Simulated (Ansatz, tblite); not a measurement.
# GeH3(NHiPr) (C3H11GeN): one state, many levels

Aim: run the singlet of GeH3(NHiPr) (C3H11GeN) at one geometry on many levels, and compare frontier levels, spin and run time.

Computed with Ansatz 0.2.0, Gaussian basis. Level: as each input shows.

The runs, in order: GFN1-xTB, GFN2-xTB, PBE-D4/def2-TZVP, r2SCAN-D4/def2-TZVP, B2PLYP/def2-TZVP, B3LYP-D4/def2-TZVP, PBE-QIDH/def2-TZVP, PBE-D4/def2-SVP, PBE0-D4/def2-SVP, CCSD(T)/def2-SVP, MP2/def2-TZVP.

2 further runs of the same task are left out: 2 set aside as unsound or not needed. Runs told in other sessions of the task aren't counted.

## 1. The geometry

The geometry is that of the singlet, from an earlier relaxation (PBE-D4/def2-SVP).

16 atoms, charge 0, spin multiplicity 1.

Bond lengths: C1–C2 1.538 Å, C1–C3 1.530 Å, C1–N5 1.467 Å, C1–H10 1.116 Å, C2–H11 1.111 Å, C2–H12 1.110 Å, C2–H13 1.110 Å, C3–H14 1.112 Å, C3–H15 1.108 Å, C3–H16 1.108 Å, Ge4–N5 1.860 Å, Ge4–H6 1.564 Å, Ge4–H7 1.551 Å, Ge4–H8 1.550 Å, N5–H9 1.026 Å. Angles: C2–C1–C3 111.4°, C2–C1–N5 113.6°, C2–C1–H10 107.5°, C3–C1–N5 110.4°, C3–C1–H10 107.1°, N5–C1–H10 106.5°, C1–C2–H11 110.9°, C1–C2–H12 111.6°, C1–C2–H13 111.0°, H11–C2–H12 107.9°, H11–C2–H13 107.7°, H12–C2–H13 107.7°, C1–C3–H14 111.3°, C1–C3–H15 110.9°, C1–C3–H16 110.9°, H14–C3–H15 107.1°, H14–C3–H16 108.0°, H15–C3–H16 108.6° and more.

Geometry (Å):

```
C    -0.4290   -0.6853   -0.4223
C     0.2135   -1.6181    0.6184
C     0.5839   -0.2506   -1.4840
Ge   -0.1507    1.9524    0.8232
N    -1.0876    0.4869    0.1653
H     1.0692    1.6154    1.7430
H     0.3630    2.8090   -0.3632
H    -1.2027    2.7432    1.6426
H    -1.8278    0.2063    0.8179
H    -1.2247   -1.2661   -0.9470
H     1.0385   -1.1034    1.1550
H     0.6318   -2.5315    0.1458
H    -0.5311   -1.9414    1.3750
H     1.4360    0.2987   -1.0272
H     1.0073   -1.1295   -2.0091
H     0.1104    0.4139   -2.2334
```

PBE0-D4/def2-TZVP was run before; its log isn't repeated, and its numbers join the tables.

## 2. GFN1-xTB

Tight binding, by tblite at 300 K electronic temperature and without a spin-polarisation term:

```python
tblite.interface.Calculator('GFN1-xTB', numbers, positions, charge=0, uhf=0).singlepoint()
```

Energy -466.4286 eV, HOMO -10.96 eV, LUMO -5.99 eV; 0.007 s.

## 3. GFN2-xTB

Tight binding, by tblite at 300 K electronic temperature and without a spin-polarisation term:

```python
tblite.interface.Calculator('GFN2-xTB', numbers, positions, charge=0, uhf=0).singlepoint()
```

Energy -459.1739 eV, HOMO -9.95 eV, LUMO -3.30 eV; 0.004 s.

## 4. PBE-D4/def2-TZVP

start.molden holds the orbitals of an earlier run on this state, given as this run's starting guess.

Contents of in.yaml:

```yaml
crystal:
  periodic: [false, false, false]
  atoms:
    - {symbol: C, position_ang: [-0.429033, -0.685309, -0.422311]}
    - {symbol: C, position_ang: [0.213502, -1.618067, 0.618388]}
    - {symbol: C, position_ang: [0.583905, -0.250621, -1.483988]}
    - {symbol: Ge, position_ang: [-0.150657, 1.952424, 0.823176]}
    - {symbol: N, position_ang: [-1.087627, 0.486869, 0.165278]}
    - {symbol: H, position_ang: [1.069165, 1.615392, 1.742994]}
    - {symbol: H, position_ang: [0.362961, 2.809019, -0.363242]}
    - {symbol: H, position_ang: [-1.202716, 2.743219, 1.642589]}
    - {symbol: H, position_ang: [-1.827786, 0.206323, 0.817905]}
    - {symbol: H, position_ang: [-1.224663, -1.266065, -0.947036]}
    - {symbol: H, position_ang: [1.038466, -1.103414, 1.155047]}
    - {symbol: H, position_ang: [0.631821, -2.531459, 0.145842]}
    - {symbol: H, position_ang: [-0.531057, -1.941450, 1.374997]}
    - {symbol: H, position_ang: [1.436014, 0.298745, -1.027159]}
    - {symbol: H, position_ang: [1.007287, -1.129498, -2.009127]}
    - {symbol: H, position_ang: [0.110409, 0.413902, -2.233362]}
basis:
  gaussian: {orbitals: def2-TZVP, initial_orbitals: start.molden}
hamiltonian: {xc: pbe, dispersion: d4}
scf: {omitted_lower_state_checks: [starts]}
output: {forces: true, orbitals: {seedname: orbitals}}
```

Command:

```console
> ansatz run in.yaml --threads 4 --pin off --events-out ev --progress --plain --max-ram 4787MiB
```

The runs that follow: r2SCAN-D4/def2-TZVP; B2PLYP/def2-TZVP; B3LYP-D4/def2-TZVP; PBE-QIDH/def2-TZVP; PBE-D4/def2-SVP; PBE0-D4/def2-SVP; CCSD(T)/def2-SVP; MP2/def2-TZVP.

Q: Predict the results of all the runs planned. Wanted: gap in def2-TZVP, named functionals, smallest and largest; correlation energy, CCSD(T)/def2-SVP; correlation energy, MP2/def2-TZVP; binding an atom, CCSD(T)/def2-SVP; PBE0 total energy, smallest basis above largest.

As calculated:

```
                                                 quantity                                value
gap in def2-TZVP, named functionals, smallest and largest  5.00 eV (PBE-D4), 7.17 eV (PBE0-D4)
                     correlation energy, CCSD(T)/def2-SVP                            -25.45 eV
                        correlation energy, MP2/def2-TZVP                            -26.72 eV
                        binding an atom, CCSD(T)/def2-SVP                             3.509 eV
          PBE0 total energy, smallest basis above largest       12.24 eV (def2-SVP, def2-TZVP)
```

**Reading.** Orbital gaps of the named functionals in def2-TZVP span 5.00 eV (PBE-D4) to 7.17 eV (PBE0-D4); exact exchange widens it. The functionals in def2-TZVP miss CCSD(T)/def2-SVP by +0.156 (r2SCAN-D4) to +0.206 eV (PBE-D4) an atom. The yardstick is in a double-zeta basis, so levels in larger sets aren't compared like for like. CCSD(T)/def2-SVP isn't at the basis-set limit; small misses against it rank nothing.
